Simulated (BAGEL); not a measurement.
# C2H6BO− (SMILES [BH3-]OC=C) at HF/6-31G(d) (density fitting with qzvpp-jkfit, spherical functions)

Aim: the vertical singlet–triplet gap of C2H6BO− at HF/6-31G* (density fitting with qzvpp-jkfit, spherical functions), from 2 runs. 

Program for the calculation: BAGEL 1.2.2.

2 further runs of the same task are left out: 2 set aside as unsound or not needed.

## 1. Starting point

C2H6BO−: 10 atoms, total charge -1, spin state singlet. SMILES: `[BH3-]OC=C`. The shape is that of a GFN2-xTB optimisation. This is one conformer, not always the lowest.

Bond lengths: B1–O2 1.536 Å, O2–C3 1.303 Å, C3–C4 1.337 Å, B1–H5 1.214 Å, B1–H6 1.221 Å, B1–H7 1.221 Å, C3–H8 1.104 Å, C4–H9 1.073 Å, C4–H10 1.080 Å. Some angles: B1–O2–C3 121.2°, O2–C3–C4 131.0°, O2–B1–H5 104.8°, O2–B1–H6 110.2°, O2–B1–H7 110.1°, O2–C3–H8 111.6°, C4–C3–H8 117.4°, C3–C4–H9 121.3°, C3–C4–H10 120.9°, H5–B1–H6 110.5°.

## 2. The energy at HF/6-31G(d) (density fitting with qzvpp-jkfit, spherical functions)

job.json reads:

```json
{ "bagel": [

{
  "title": "molecule",
  "basis": "6-31gs.json",
  "df_basis": "qzvpp-jkfit",
  "angstrom": true,
  "geometry": [
    { "atom": "B", "xyz": [   -0.922890,    0.848040,   -0.819770 ] },
    { "atom": "O", "xyz": [   -0.829890,   -0.624710,   -0.394460 ] },
    { "atom": "C", "xyz": [    0.146510,   -1.049430,    0.356210 ] },
    { "atom": "C", "xyz": [    1.190030,   -0.403060,    0.885380 ] },
    { "atom": "H", "xyz": [   -1.930450,    0.913000,   -1.492980 ] },
    { "atom": "H", "xyz": [   -1.017630,    1.565000,    0.163410 ] },
    { "atom": "H", "xyz": [    0.055100,    1.157160,   -1.481340 ] },
    { "atom": "H", "xyz": [    0.057670,   -2.129590,    0.567520 ] },
    { "atom": "H", "xyz": [    1.337670,    0.647430,    0.721510 ] },
    { "atom": "H", "xyz": [    1.913870,   -0.923830,    1.494520 ] }
  ]
},
{ "title": "hf", "charge": -1 },
{ "title": "print", "file": "orbitals.molden", "orbitals": true }

]}
```

The basis set 6-31G* is read from a file made from the Basis Set Exchange's data (not shown).

Started as:

```console
$ BAGEL_NUM_THREADS=1 BAGEL job.json > job.out
```

The log of the run:

```text
* using 1 threads per process

  ===============================================================
  ===============================================================

  *** Geometry ***

  { "atom" : "B", "xyz" : [     -1.744009,      1.602563,     -1.549141 ] },
  { "atom" : "O", "xyz" : [     -1.568265,     -1.180531,     -0.745421 ] },
  { "atom" : "C", "xyz" : [      0.276864,     -1.983135,      0.673139 ] },
  { "atom" : "C", "xyz" : [      2.248831,     -0.761673,      1.673126 ] },
  { "atom" : "H", "xyz" : [     -3.648022,      1.725320,     -2.821323 ] },
  { "atom" : "H", "xyz" : [     -1.923042,      2.957421,      0.308800 ] },
  { "atom" : "H", "xyz" : [      0.104124,      2.186715,     -2.799327 ] },
  { "atom" : "H", "xyz" : [      0.108981,     -4.024342,      1.072457 ] },
  { "atom" : "H", "xyz" : [      2.527830,      1.223465,      1.363456 ] },
  { "atom" : "H", "xyz" : [      3.616690,     -1.745786,      2.824233 ] },

  Number of auxiliary basis functions:      410

  Since a DF basis is specified, we compute 2- and 3-index integrals:
    o Being stored without compression. Storage requirement is 0.015 GB

  Number of basis functions:       68
  Number of electrons      :       31

    * METHOD: MOLECULE                             0.16

  *** RHF ***

  === Nuclear Repulsion ===
   111.4142615843

      * DIIS with orbital gradients will be used.

  === RHF iteration (6-31gs.json) ===
      0       -178.56660356          0.02211610           0.03
      1       -178.70326557          0.01277894           0.03
      2       -178.75216533          0.00266310           0.03
      3       -178.75458180          0.00074169           0.03
      4       -178.75478952          0.00012291           0.03
      5       -178.75479710          0.00004547           0.03
      6       -178.75479805          0.00001862           0.03
      7       -178.75479831          0.00000414           0.03
      8       -178.75479832          0.00000159           0.03
      9       -178.75479832          0.00000057           0.03
     10       -178.75479832          0.00000021           0.03
     11       -178.75479832          0.00000008           0.03
     12       -178.75479832          0.00000002           0.03
     13       -178.75479832          0.00000001           0.03
     14       -178.75479832          0.00000000           0.03
    * SCF iteration converged.

    * Permanent dipole moment:
           (   -0.985692,     1.394471,    -0.997215) a.u.

    * METHOD: HF                                   0.51

    * METHOD: PRINT                                0.01

  ===============================================================
```

Wall time 0.82 s (1 thread of Arm Neoverse V1, shared host).

## 3. The triplet

job.json reads:

```json
{ "bagel" : [

{
  "title" : "molecule",
  "basis" : "6-31gs.json",
  "df_basis" : "qzvpp-jkfit",
  "angstrom" : true,
  "geometry" : [
    { "atom" : "B", "xyz" : [      -0.922890,       0.848040,      -0.819770 ] },
    { "atom" : "O", "xyz" : [      -0.829890,      -0.624710,      -0.394460 ] },
    { "atom" : "C", "xyz" : [       0.146510,      -1.049430,       0.356210 ] },
    { "atom" : "C", "xyz" : [       1.190030,      -0.403060,       0.885380 ] },
    { "atom" : "H", "xyz" : [      -1.930450,       0.913000,      -1.492980 ] },
    { "atom" : "H", "xyz" : [      -1.017630,       1.565000,       0.163410 ] },
    { "atom" : "H", "xyz" : [       0.055100,       1.157160,      -1.481340 ] },
    { "atom" : "H", "xyz" : [       0.057670,      -2.129590,       0.567520 ] },
    { "atom" : "H", "xyz" : [       1.337670,       0.647430,       0.721510 ] },
    { "atom" : "H", "xyz" : [       1.913870,      -0.923830,       1.494520 ] }
  ]
},

{ "title" : "uhf", "charge" : -1, "nopen" : 2 },

{ "title" : "print", "file" : "orbitals.molden", "orbitals" : true }

]}
```

The basis set 6-31G* is read from a file made from the Basis Set Exchange's data (not shown).

Started as:

```console
$ BAGEL_NUM_THREADS=1 BAGEL job.json > job.out
```

The log of the run:

```text
* using 1 threads per process

  ===============================================================
  ===============================================================

  *** Geometry ***

  { "atom" : "B", "xyz" : [     -1.744009,      1.602563,     -1.549141 ] },
  { "atom" : "O", "xyz" : [     -1.568265,     -1.180531,     -0.745421 ] },
  { "atom" : "C", "xyz" : [      0.276864,     -1.983135,      0.673139 ] },
  { "atom" : "C", "xyz" : [      2.248831,     -0.761673,      1.673126 ] },
  { "atom" : "H", "xyz" : [     -3.648022,      1.725320,     -2.821323 ] },
  { "atom" : "H", "xyz" : [     -1.923042,      2.957421,      0.308800 ] },
  { "atom" : "H", "xyz" : [      0.104124,      2.186715,     -2.799327 ] },
  { "atom" : "H", "xyz" : [      0.108981,     -4.024342,      1.072457 ] },
  { "atom" : "H", "xyz" : [      2.527830,      1.223465,      1.363456 ] },
  { "atom" : "H", "xyz" : [      3.616690,     -1.745786,      2.824233 ] },

  Number of auxiliary basis functions:      410

  Since a DF basis is specified, we compute 2- and 3-index integrals:
    o Being stored without compression. Storage requirement is 0.015 GB

  Number of basis functions:       68
  Number of electrons      :       31

    * METHOD: MOLECULE                             0.15

  *** Open-shell HF ***

  === Nuclear Repulsion ===
   111.4142615843

      * DIIS with orbital gradients will be used.

  === UHF iteration (6-31gs.json) ===
      0       -178.43132180          0.04148023           0.05
      1       -178.56611806          0.02347177           0.05
      2       -178.59390590          0.01597472           0.05
      3       -178.61359118          0.00140436           0.05
      4       -178.61416255          0.00053772           0.05
      5       -178.61430428          0.00022822           0.05
      6       -178.61436766          0.00013861           0.05
      7       -178.61439139          0.00007187           0.05
      8       -178.61439731          0.00003342           0.05
      9       -178.61439846          0.00000855           0.05
     10       -178.61439895          0.00000403           0.05
     11       -178.61439912          0.00000167           0.05
     12       -178.61439923          0.00000079           0.05
     13       -178.61439925          0.00000022           0.05
     14       -178.61439925          0.00000009           0.05
     15       -178.61439925          0.00000004           0.05
     16       -178.61439925          0.00000002           0.05
     17       -178.61439925          0.00000001           0.05
     18       -178.61439925          0.00000001           0.05
    * SCF iteration converged.

    * S^2 (UHF) is 2.0230

    * Permanent dipole moment:
           (   -1.334359,     1.118870,    -1.159579) a.u.

    * METHOD: UHF                                  1.12

    * METHOD: PRINT                                0.01

  ===============================================================
```

It took 1.4 s on 1 thread of Arm Neoverse V1, shared host.

## 4. What came out

Level: HF/6-31G* (density fitting with qzvpp-jkfit, spherical functions).

| quantity | value |
| --- | --- |
| singlet: total energy | -178.75480 Eh |
| singlet: HOMO energy | -3.64 eV |
| singlet: LUMO energy | 10.85 eV |
| singlet: HOMO–LUMO gap (to an unbound level, set by the basis) | 14.48 eV |
| triplet: total energy | -178.61440 Eh |
| triplet: ⟨S²⟩ | 2.023 |
| vertical energy of the triplet above the singlet | 3.820 eV |

At this shape the triplet lies 3.82 eV (88 kcal/mol) above the singlet. For an anion a state so high probably lies above electron detachment.
